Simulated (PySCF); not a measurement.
**A gas-phase reaction: H4O2Si2 + F2 → FH3O2Si2 + FH**

Aim: the reaction energy of `O1[SiH2]O[SiH2]1` + `FF` → `F[SiH]1O[SiH2]O1` + `F`.

Computed with PySCF 2.14.0; each step states its level. No surroundings beyond the atoms listed, unless a continuum is named. Atoms count from 0, parts from 1.

## Step 1: The system as given

Each species was relaxed by itself at PBE0-D3(BJ)/def2-SVPD.

## Step 2: Reaction energy: wB97M-D3(BJ)/def2-TZVPD

Job settings and geometry (Å):

```
{"job": {"kind": "react", "xc": "wB97M-D3(BJ)", "basis": "def2-TZVPD"}, "charge": 0, "multiplicity": 1}
-1 H4O2Si2 charge 0 multiplicity 1
O      0.527630     0.919360    -0.556550
Si     1.070060    -0.558380     0.092150
O     -0.528210    -0.921100     0.553000
Si    -1.070160     0.558100    -0.092770
H      1.615540    -1.489790    -0.928260
H      1.995300    -0.392820     1.242340
H     -1.998440     0.396580    -1.241030
H     -1.611690     1.488060     0.931120

-1 F2 charge 0 multiplicity 1
F      0.688780    -0.017470     0.000470
F     -0.688780     0.017470    -0.000470

+1 FH3O2Si2 charge 0 multiplicity 1
F      1.366840     0.896500    -1.830820
Si     1.063940     0.029330    -0.501980
O     -0.292960    -0.955120    -0.653630
Si    -1.096360    -0.062450     0.561160
O      0.293370     0.921130     0.699330
H      2.322600    -0.633950    -0.128570
H     -2.293150     0.663000     0.071450
H     -1.364320    -0.858260     1.783250

+1 FH charge 0 multiplicity 1
F      0.459320    -0.025620    -0.007240
H     -0.459320     0.025620     0.007240
```

With the program's defaults for keys left out, this is: wB97M-D3(BJ)/def2-TZVPD reaction energy of separated species, gas phase.

Command:

```bash
$ OMP_NUM_THREADS=1 python cluster_run.py task.json out
```

This one command runs all jobs of the session in turn.

What it wrote:

```text
species 1 (H4O2Si2)
coarse grid: 33072 points
cycle   1  E = -731.9847169448  dE =  4.980e-01  |g| = 1.021e+00  |ddm| = 2.275e+00
cycle   2  E = -731.9205709990  dE =  6.415e-02  |g| = 1.244e+00  |ddm| = 1.323e+00
cycle   3  E = -732.1824367734  dE = -2.619e-01  |g| = 4.234e-02  |ddm| = 6.989e-01
cycle   4  E = -732.1829500499  dE = -5.133e-04  |g| = 1.697e-02  |ddm| = 7.523e-02
cycle   5  E = -732.1830156967  dE = -6.565e-05  |g| = 2.011e-03  |ddm| = 1.799e-02
cycle   6  E = -732.1830180795  dE = -2.383e-06  |g| = 4.265e-04  |ddm| = 5.278e-03
final grid: 67760 points
cycle   7  E = -732.1829557388  dE = -2.205e-07  |g| = 2.427e-04  |ddm| = 2.713e-03
cycle   8  E = -732.1829557616  dE = -2.279e-08  |g| = 2.179e-04  |ddm| = 4.640e-04
cycle   9  E = -732.1829557706  dE = -9.073e-09  |g| = 5.294e-05  |ddm| = 1.559e-04
cycle  10  E = -732.1829557729  dE = -2.229e-09  |g| = 8.984e-06  |ddm| = 1.263e-04
cycle  11  E = -732.1829557729  dE = -3.843e-11  |g| = 4.129e-06  |ddm| = 1.617e-05
converged SCF energy = -732.1829557729

species 2 (F2)
coarse grid: 10600 points
cycle   1  E = -199.6113009950  dE =  1.195e-02  |g| = 3.458e-01  |ddm| = 1.052e+00
cycle   2  E = -199.6264074818  dE = -1.511e-02  |g| = 1.647e-01  |ddm| = 1.842e-01
cycle   3  E = -199.6293656197  dE = -2.958e-03  |g| = 2.217e-02  |ddm| = 5.435e-02
cycle   4  E = -199.6294272007  dE = -6.158e-05  |g| = 8.600e-03  |ddm| = 1.161e-02
cycle   5  E = -199.6294380507  dE = -1.085e-05  |g| = 7.501e-04  |ddm| = 4.105e-03
cycle   6  E = -199.6294381890  dE = -1.383e-07  |g| = 3.049e-05  |ddm| = 6.348e-04
final grid: 23208 points
cycle   7  E = -199.6294279467  dE = -2.194e-09  |g| = 2.061e-05  |ddm| = 1.249e-04
cycle   8  E = -199.6294279468  dE = -7.080e-11  |g| = 1.072e-05  |ddm| = 1.689e-05
converged SCF energy = -199.6294279468

species 3 (FH3O2Si2)
coarse grid: 35904 points
cycle   1  E = -831.3486069382  dE =  6.836e-01  |g| = 1.101e+00  |ddm| = 2.392e+00
cycle   2  E = -831.3043472447  dE =  4.426e-02  |g| = 1.293e+00  |ddm| = 1.388e+00
cycle   3  E = -831.5714393821  dE = -2.671e-01  |g| = 4.463e-02  |ddm| = 7.167e-01
cycle   4  E = -831.5719446800  dE = -5.053e-04  |g| = 2.273e-02  |ddm| = 7.866e-02
cycle   5  E = -831.5720332254  dE = -8.855e-05  |g| = 9.507e-03  |ddm| = 2.085e-02
cycle   6  E = -831.5720472617  dE = -1.404e-05  |g| = 2.144e-03  |ddm| = 6.617e-03
cycle   7  E = -831.5720482856  dE = -1.024e-06  |g| = 2.847e-04  |ddm| = 2.752e-03
final grid: 73992 points
cycle   8  E = -831.5719772838  dE = -2.448e-07  |g| = 2.282e-04  |ddm| = 3.057e-03
cycle   9  E = -831.5719772939  dE = -1.002e-08  |g| = 1.934e-04  |ddm| = 4.460e-04
cycle  10  E = -831.5719772997  dE = -5.843e-09  |g| = 4.077e-05  |ddm| = 1.212e-04
cycle  11  E = -831.5719773004  dE = -7.310e-10  |g| = 1.275e-05  |ddm| = 6.110e-05
converged SCF energy = -831.5719773004

species 4 (FH)
coarse grid: 7776 points
cycle   1  E = -100.4688180048  dE = -9.407e-02  |g| = 4.644e-01  |ddm| = 6.197e-01
cycle   2  E = -100.4724993291  dE = -3.681e-03  |g| = 5.038e-01  |ddm| = 3.808e-01
cycle   3  E = -100.5053123971  dE = -3.281e-02  |g| = 2.574e-02  |ddm| = 1.678e-01
cycle   4  E = -100.5053883744  dE = -7.598e-05  |g| = 5.006e-03  |ddm| = 1.077e-02
cycle   5  E = -100.5053930154  dE = -4.641e-06  |g| = 4.334e-04  |ddm| = 3.766e-03
final grid: 16976 points
cycle   6  E = -100.5053935060  dE = -6.403e-08  |g| = 1.059e-04  |ddm| = 8.218e-04
cycle   7  E = -100.5053935095  dE = -3.448e-09  |g| = 8.069e-05  |ddm| = 2.178e-04
cycle   8  E = -100.5053935103  dE = -8.525e-10  |g| = 2.062e-05  |ddm| = 3.736e-05
converged SCF energy = -100.5053935103

Reaction energy = -166.331 kcal/mol
```

Run time: 39 s. Hardware: 1 thread of Arm Neoverse V1, shared host; peak memory 0.81 GiB.

Species by species (with the dispersion term, which the log's SCF energies lack):

| ν | species | energy (Eh) | HOMO (eV) |
| --- | --- | --- | --- |
| -1 | O1[SiH2]O[SiH2]1 | -732.19076 | -11.04 |
| -1 | FF | -199.62975 | -14.36 |
| +1 | F[SiH]1O[SiH2]O1 | -831.57994 | -11.80 |
| +1 | F | -100.50563 | -14.54 |

## Step 3: Energies of the species: PBE0-D3(BJ)/def2-TZVPD

The job, as its differences from that of step 2:

```diff
@@ -1,2 +1,2 @@
-{"job": {"kind": "react", "xc": "wB97M-D3(BJ)", "basis": "def2-TZVPD"}, "charge": 0, "multiplicity": 1}
+{"job": {"kind": "react", "xc": "PBE0", "basis": "def2-TZVPD", "disp": "d3bj"}, "charge": 0, "multiplicity": 1}
 -1 H4O2Si2 charge 0 multiplicity 1
```

With the program's defaults for keys left out, this is: PBE0-D3(BJ)/def2-TZVPD reaction energy of separated species, gas phase.

What it wrote:

```text
species 1 (H4O2Si2)
coarse grid: 7904 points
cycle   1  E = -731.4698819745  dE =  4.852e-01  |g| = 1.034e+00  |ddm| = 2.366e+00
cycle   2  E = -731.0634047225  dE =  4.065e-01  |g| = 1.779e+00  |ddm| = 1.578e+00
cycle   3  E = -731.6607954735  dE = -5.974e-01  |g| = 6.254e-02  |ddm| = 1.027e+00
cycle   4  E = -731.6615223102  dE = -7.268e-04  |g| = 2.422e-02  |ddm| = 7.781e-02
cycle   5  E = -731.6616281493  dE = -1.058e-04  |g| = 2.006e-03  |ddm| = 2.041e-02
cycle   6  E = -731.6616290435  dE = -8.942e-07  |g| = 5.379e-04  |ddm| = 2.478e-03
final grid: 67760 points
cycle   7  E = -731.6611071124  dE = -9.621e-06  |g| = 6.745e-03  |ddm| = 2.019e-02
cycle   8  E = -731.6610948848  dE =  1.223e-05  |g| = 1.067e-02  |ddm| = 9.370e-03
cycle   9  E = -731.6611144478  dE = -1.956e-05  |g| = 4.249e-04  |ddm| = 5.699e-03
cycle  10  E = -731.6611144727  dE = -2.488e-08  |g| = 7.444e-05  |ddm| = 3.405e-04
cycle  11  E = -731.6611144737  dE = -1.033e-09  |g| = 2.586e-05  |ddm| = 7.033e-05
cycle  12  E = -731.6611144738  dE = -9.572e-11  |g| = 1.293e-05  |ddm| = 1.975e-05
converged SCF energy = -731.6611144738

species 2 (F2)
coarse grid: 2176 points
cycle   1  E = -199.3949418751  dE =  9.181e-02  |g| = 2.764e-01  |ddm| = 1.051e+00
cycle   2  E = -199.4014714537  dE = -6.530e-03  |g| = 1.374e-01  |ddm| = 1.363e-01
cycle   3  E = -199.4037867136  dE = -2.315e-03  |g| = 2.290e-02  |ddm| = 5.059e-02
cycle   4  E = -199.4038497262  dE = -6.301e-05  |g| = 8.080e-03  |ddm| = 1.132e-02
cycle   5  E = -199.4038579318  dE = -8.206e-06  |g| = 1.817e-04  |ddm| = 3.279e-03
final grid: 23208 points
cycle   6  E = -199.4096321774  dE = -7.824e-06  |g| = 1.272e-03  |ddm| = 8.096e-03
cycle   7  E = -199.4096322312  dE = -5.380e-08  |g| = 1.039e-03  |ddm| = 8.898e-04
cycle   8  E = -199.4096323689  dE = -1.376e-07  |g| = 7.485e-05  |ddm| = 4.289e-04
cycle   9  E = -199.4096323696  dE = -7.193e-10  |g| = 1.980e-05  |ddm| = 3.185e-05
converged SCF energy = -199.4096323696

species 3 (FH3O2Si2)
coarse grid: 8368 points
cycle   1  E = -830.7201703497  dE =  6.734e-01  |g| = 1.119e+00  |ddm| = 2.514e+00
cycle   2  E = -830.3432816396  dE =  3.769e-01  |g| = 1.826e+00  |ddm| = 1.677e+00
cycle   3  E = -830.9349410240  dE = -5.917e-01  |g| = 7.044e-02  |ddm| = 1.080e+00
cycle   4  E = -830.9353387515  dE = -3.977e-04  |g| = 6.033e-02  |ddm| = 8.311e-02
cycle   5  E = -830.9358811579  dE = -5.424e-04  |g| = 1.067e-02  |ddm| = 3.022e-02
cycle   6  E = -830.9358972825  dE = -1.612e-05  |g| = 1.194e-03  |ddm| = 6.795e-03
cycle   7  E = -830.9358975728  dE = -2.903e-07  |g| = 2.846e-04  |ddm| = 1.480e-03
final grid: 73992 points
cycle   8  E = -830.9385191600  dE = -2.197e-05  |g| = 7.008e-03  |ddm| = 2.530e-02
cycle   9  E = -830.9385064226  dE =  1.274e-05  |g| = 1.102e-02  |ddm| = 9.321e-03
cycle  10  E = -830.9385268243  dE = -2.040e-05  |g| = 4.702e-04  |ddm| = 5.792e-03
cycle  11  E = -830.9385268525  dE = -2.817e-08  |g| = 1.168e-04  |ddm| = 3.395e-04
cycle  12  E = -830.9385268542  dE = -1.707e-09  |g| = 6.228e-05  |ddm| = 8.866e-05
cycle  13  E = -830.9385268547  dE = -5.375e-10  |g| = 8.939e-06  |ddm| = 3.104e-05
converged SCF energy = -830.9385268547

species 4 (FH)
coarse grid: 1712 points
cycle   1  E = -100.3541129094  dE = -3.604e-02  |g| = 4.957e-01  |ddm| = 6.253e-01
cycle   2  E = -100.3145958309  dE =  3.952e-02  |g| = 7.430e-01  |ddm| = 5.125e-01
cycle   3  E = -100.3938358436  dE = -7.924e-02  |g| = 2.284e-02  |ddm| = 2.892e-01
cycle   4  E = -100.3939114026  dE = -7.556e-05  |g| = 4.205e-03  |ddm| = 9.787e-03
cycle   5  E = -100.3939133863  dE = -1.984e-06  |g| = 3.556e-04  |ddm| = 1.247e-03
final grid: 16976 points
cycle   6  E = -100.3948396604  dE = -1.856e-05  |g| = 3.994e-03  |ddm| = 7.513e-03
cycle   7  E = -100.3948377389  dE =  1.922e-06  |g| = 5.493e-03  |ddm| = 3.350e-03
cycle   8  E = -100.3948418202  dE = -4.081e-06  |g| = 9.926e-05  |ddm| = 2.011e-03
cycle   9  E = -100.3948418215  dE = -1.277e-09  |g| = 1.777e-05  |ddm| = 3.924e-05
cycle  10  E = -100.3948418216  dE = -4.822e-11  |g| = 3.057e-06  |ddm| = 1.025e-05
converged SCF energy = -100.3948418216

Reaction energy = -164.878 kcal/mol
```

It took 19 s on 1 thread of Arm Neoverse V1, shared host; peak memory 0.67 GiB.

Reaction energy at this level: -164.9 kcal/mol.

## Step 4: Side by side

Energies in kcal/mol, with wall time:

| run | reaction | time |
| --- | --- | --- |
| wB97M-D3(BJ)/def2-TZVPD | -166.3 | 39 s |
| PBE0-D3(BJ)/def2-TZVPD | -164.9 | 19 s |

## Step 5: Outcome

| quantity | value |
| --- | --- |
| reaction energy (wB97M-D3(BJ)/def2-TZVPD) | -166.3 kcal/mol |
| ΔH, ΔG at 298 K (xTB thermal terms) | -164.6, -164.9 kcal/mol |
| range of the reaction energy over the runs of this table | -166.3 to -164.9 kcal/mol |

In words: The reaction is exothermic by 164.6 kcal/mol in the gas phase; dispersion gives -0.05, and xTB itself gave -119.6 for the electronic energy (xTB energies and thermal terms come from the earlier relaxation of each species, not shown). No barrier was sought. xTB and this level differ widely in the electronic energy, so what comes from xTB (the thermal terms above all) is less safe here. The reaction energy runs from -166.3 (wB97M-D3(BJ)/def2-TZVPD) to -164.9 kcal/mol (PBE0-D3(BJ)/def2-TZVPD).
